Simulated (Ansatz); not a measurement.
# Si32PC30: the cost of one run

Program: Ansatz 0.2.0. Level of theory: DFT PBE, plane waves, PAW, scalar-relativistic, collinear spin. These are calculated values, not measurements.

## (1) The starting structure

The cell holds 63 atoms (C30PSi32): a = 8.708 Å, b = 8.708 Å, c = 8.708 Å, α = 90.00°, β = 90.00°, γ = 90.00°.

Its coordinates follow in the input file.

## (2) End point A

input.yaml

```yaml
crystal:
  lattice:
    - [8.707986, 0.0, 0.0]
    - [0.0, 8.707986, 0.0]
    - [0.0, 0.0, 8.707986]
  atoms:
    - { symbol: Si, position: [0.6313022, 0.1204137, 0.1287847] }
    - { symbol: C, position: [0.5037214, 0.0033614, -0.0006604] }
    - { symbol: Si, position: [0.8776942, 0.3668216, 0.1254222] }
    - { symbol: C, position: [0.7497401, 0.2487915, 0.0060112] }
    - { symbol: Si, position: [0.8775345, 0.1273346, 0.3765707] }
    - { symbol: C, position: [0.7518964, 0.0023082, 0.244952] }
    - { symbol: Si, position: [0.1250405, 0.1305314, 0.1252515] }
    - { symbol: C, position: [-0.0022571, -0.0001698, 0.0003486] }
    - { symbol: Si, position: [0.3756144, 0.3763831, 0.1268137] }
    - { symbol: C, position: [0.2529683, 0.2469417, -0.0016662] }
    - { symbol: Si, position: [0.6211261, 0.6244876, 0.1287884] }
    - { symbol: C, position: [0.5023908, 0.4966804, -0.0050898] }
    - { symbol: Si, position: [0.8715458, 0.8783507, 0.1286347] }
    - { symbol: C, position: [0.7549524, 0.7434936, -0.0079607] }
    - { symbol: Si, position: [0.380678, 0.1244791, 0.3752539] }
    - { symbol: C, position: [0.2504755, -0.0016053, 0.2514423] }
    - { symbol: Si, position: [0.6194028, 0.368665, 0.3715586] }
    - { symbol: P, position: [0.4967872, 0.2506656, 0.2481141], spin: 1.0 }
    - { symbol: Si, position: [0.8698829, 0.626492, 0.3694928] }
    - { symbol: C, position: [0.7518767, 0.5044466, 0.2534582] }
    - { symbol: Si, position: [0.6224681, 0.1282277, 0.6207901] }
    - { symbol: C, position: [0.5011655, -0.0041978, 0.4990075] }
    - { symbol: Si, position: [0.8706173, 0.376642, 0.6240024] }
    - { symbol: C, position: [0.7479092, 0.2502498, 0.4984911] }
    - { symbol: Si, position: [0.8759794, 0.1209521, 0.8788111] }
    - { symbol: C, position: [0.7455089, -0.000875, 0.7550432] }
    - { symbol: Si, position: [0.1256012, 0.6192673, 0.1211368] }
    - { symbol: C, position: [-8.69e-05, 0.4958358, -0.0024838] }
    - { symbol: Si, position: [0.3740832, 0.8747405, 0.1225036] }
    - { symbol: C, position: [0.2506039, 0.7494788, 0.00339] }
    - { symbol: Si, position: [0.1197908, 0.3700978, 0.3700955] }
    - { symbol: C, position: [-0.0055732, 0.2463879, 0.2451042] }
    - { symbol: Si, position: [0.3729275, 0.6201994, 0.3825162] }
    - { symbol: Si, position: [0.6218496, 0.8772438, 0.3728354] }
    - { symbol: C, position: [0.4967475, 0.7455649, 0.2496671] }
    - { symbol: Si, position: [0.1236514, 0.1203644, 0.6253088] }
    - { symbol: C, position: [0.0001032, -0.0006312, 0.4957552] }
    - { symbol: Si, position: [0.3749389, 0.3775158, 0.6239218] }
    - { symbol: C, position: [0.2462011, 0.2467624, 0.5077833] }
    - { symbol: Si, position: [0.6244263, 0.6239706, 0.6257238] }
    - { symbol: C, position: [0.4975163, 0.4955423, 0.5002331] }
    - { symbol: Si, position: [0.8760103, 0.8773267, 0.6252427] }
    - { symbol: C, position: [0.7501841, 0.7506076, 0.5023022] }
    - { symbol: Si, position: [0.3744823, 0.1201477, 0.8735452] }
    - { symbol: C, position: [0.2535995, 0.0020139, 0.7519508] }
    - { symbol: Si, position: [0.6234793, 0.3753228, 0.8747701] }
    - { symbol: C, position: [0.4992255, 0.2516136, 0.7490228] }
    - { symbol: Si, position: [0.8768246, 0.6255051, 0.873827] }
    - { symbol: C, position: [0.7502813, 0.4980744, 0.7474441] }
    - { symbol: Si, position: [0.1254436, 0.8784536, 0.3680413] }
    - { symbol: C, position: [-0.00044, 0.7559506, 0.2503044] }
    - { symbol: Si, position: [0.1278031, 0.6213814, 0.6232898] }
    - { symbol: C, position: [0.0030228, 0.503616, 0.4979644] }
    - { symbol: Si, position: [0.3690412, 0.8737628, 0.6229197] }
    - { symbol: C, position: [0.2490381, 0.7448419, 0.4963886] }
    - { symbol: Si, position: [0.1311232, 0.3695564, 0.8759044] }
    - { symbol: C, position: [0.0022645, 0.2505772, 0.7477831] }
    - { symbol: Si, position: [0.3700824, 0.6204565, 0.8762001] }
    - { symbol: C, position: [0.2493021, 0.4968151, 0.7505732] }
    - { symbol: Si, position: [0.6293452, 0.8737632, 0.8762602] }
    - { symbol: C, position: [0.5005201, 0.7522297, 0.75122] }
    - { symbol: Si, position: [0.1289687, 0.8705099, 0.8746573] }
    - { symbol: C, position: [0.002466, 0.7442891, 0.7518954] }
magnetization:
  spin_polarized: true
basis:
  ecutwfc: 420.0
kpoints:
  mp_grid: { grid: [1, 1, 1] }
hamiltonian:
  xc: pbe
  pseudopotentials: { kind: paw, azcp: { folder: soft_1 } }
scf:
  occupations: { method: gaussian, width: 0.05 }
  lower_state_search: "off"
relax:
  f_tol: 0.03
  max_steps: 60
  adjacent_minimum: "off"
output:
  write_density: true
  write_potential: true
  elf: true
  volumetric_format: npy
```

Started as:

```
ansatz run input.yaml --threads 4 --pin off --max-ram 10240MiB --backend cpu --events-out ev --progress --plain --runs-dir out
```

Q: Estimate wall time and peak memory on 4 threads of Arm Neoverse V1, shared host.

About 1.7 min, with a peak of 1 GiB.
